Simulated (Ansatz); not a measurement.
# CH2AlFO: a ladder of functionals and wavefunction methods

Aim: compute CH2AlFO with functionals from several rungs and with coupled cluster, and see how far each lands from CCSD(T) at the basis-set limit for the atomisation energy.

Method: functionals in def2-TZVPP, the program's frozen cores in correlated methods; program: Ansatz 0.2.0, Gaussian basis.

Levels to be run: LDA (SPW92), PBE-D4, revPBE-D4, BLYP-D4, r2SCAN-D4, B97M-V, PBE0-D4, B3LYP-D4, r2SCANh-D4, r2SCAN0-D4, HSE06-D4, BHLYP-D4, CAM-B3LYP-D4, LC-ωPBE, ωB97X-V, ωB97M-V, B2PLYP, PBE-QIDH; CCSD(T)/def2-SVP; CCSD(T)/def2-TZVPP; MP2/def2-QZVPP; extrapolation to the limit; RPA on PBE.

### Step 1. Structure used throughout

The geometry comes from an earlier relaxation with PBE0-D4 in a triple-zeta def2 set; it is a stationary point.

6 atoms, charge 0, spin multiplicity 1.

Atoms are counted from 1 here; the program's logs count them from 0.

Bond lengths: O1–C2 1.211 Å, C2–Al3 2.014 Å, C2–H5 1.117 Å, Al3–F4 1.650 Å, Al3–H6 1.572 Å. Angles: O1–C2–Al3 115.6°, O1–C2–H5 118.6°, Al3–C2–H5 125.9°, C2–Al3–F4 118.7°, C2–Al3–H6 121.3°, F4–Al3–H6 120.0°.

### Step 2. LDA

This LDA is Slater exchange with PW92 correlation.

The input, in.yaml:

```yaml
crystal:
  periodic: [false, false, false]
  atoms:
    - {symbol: O, position_ang: [-0.178606, 1.892492, -0.276571]}
    - {symbol: C, position_ang: [-0.146478, 0.771723, -0.734561]}
    - {symbol: Al, position_ang: [0.139032, -0.706243, 0.603300]}
    - {symbol: F, position_ang: [0.196012, -2.263575, 0.062592]}
    - {symbol: H, position_ang: [-0.274057, 0.641474, -1.836460]}
    - {symbol: H, position_ang: [0.306297, -0.399971, 2.135702]}
basis:
  gaussian: {orbitals: def2-TZVPP}
hamiltonian: {xc: lda}
output: {orbitals: {seedname: orbitals}}
```

Launch:

```console
> ansatz run in.yaml --threads 2 --pin off --events-out ev --progress --plain --max-ram 4352MiB
```

After this run come: PBE-D4 (GGA); revPBE-D4 (GGA); BLYP-D4 (GGA); r2SCAN-D4 (meta-GGA); B97M-V (meta-GGA); PBE0-D4 (hybrid); B3LYP-D4 (hybrid); r2SCANh-D4 (hybrid); r2SCAN0-D4 (hybrid); HSE06-D4 (hybrid); BHLYP-D4 (hybrid); CAM-B3LYP-D4 (range-separated); LC-ωPBE (range-separated); ωB97X-V (range-separated); ωB97M-V (range-separated); B2PLYP (double hybrid); PBE-QIDH (double hybrid); CCSD(T) in def2-SVP; CCSD(T) in def2-TZVPP; MP2 in def2-QZVPP; RPA on PBE orbitals.

**Question.** What will the summary of the whole plan be? Wanted: atomisation energy, CCSD(T)/CBS; farthest beyond LDA; mean size of error, GGA; mean size of error, meta-GGA; mean size of error, hybrid; mean size of error, range-separated; mean size of error, double hybrid; gap, smallest and largest; T1 diagnostic.

**Answer**, as computed:

| quantity | value |
| --- | --- |
| atomisation energy, CCSD(T)/CBS | 2273.3 kJ/mol |
| functionals within 11.4 kJ/mol (0.5 %) | BLYP-D4, r2SCAN-D4, B97M-V, CAM-B3LYP-D4, LC-ωPBE, ωB97X-V, ωB97M-V |
| farthest beyond LDA | BHLYP-D4 (-125.7 kJ/mol) |
| mean size of error, GGA | 26.8 kJ/mol |
| mean size of error, meta-GGA | 2.9 kJ/mol |
| mean size of error, hybrid | 51.9 kJ/mol |
| mean size of error, range-separated | 4.5 kJ/mol |
| mean size of error, double hybrid | 35.3 kJ/mol |
| gap, smallest and largest | 1.94 eV (LDA (SPW92)), 9.46 eV (LC-ωPBE) |
| T1 diagnostic | 0.0153 |
| triples share of the correlation energy | 3.6 % |

In words: LDA overbinds by 344.7 kJ/mol (15 %). PBE-D4 misses by +50.4 kJ/mol. Double hybrids carry the basis error of their MP2 part in triple zeta, and no dispersion term here, so their miss is partly the set-up's. The rungs meta-GGA, range-separated miss on average by less than the doubt on the reference (11.4 kJ/mol), so they tie; hybrid functionals have the largest mean beyond LDA (51.9 kJ/mol), BHLYP with half exact exchange included. Misses under about 11.4 kJ/mol are within the doubt on the reference itself, which lacks core-valence correlation, relativity and higher excitations. Hartree-Fock recovers 70 % of the binding; the rest is correlation. CCSD(T) in def2-SVP is off by -135.8 kJ/mol, so the small basis spoils what the method gains. The gap grows from 1.9 to 9.5 eV across the functionals, mostly with the share of exact exchange.
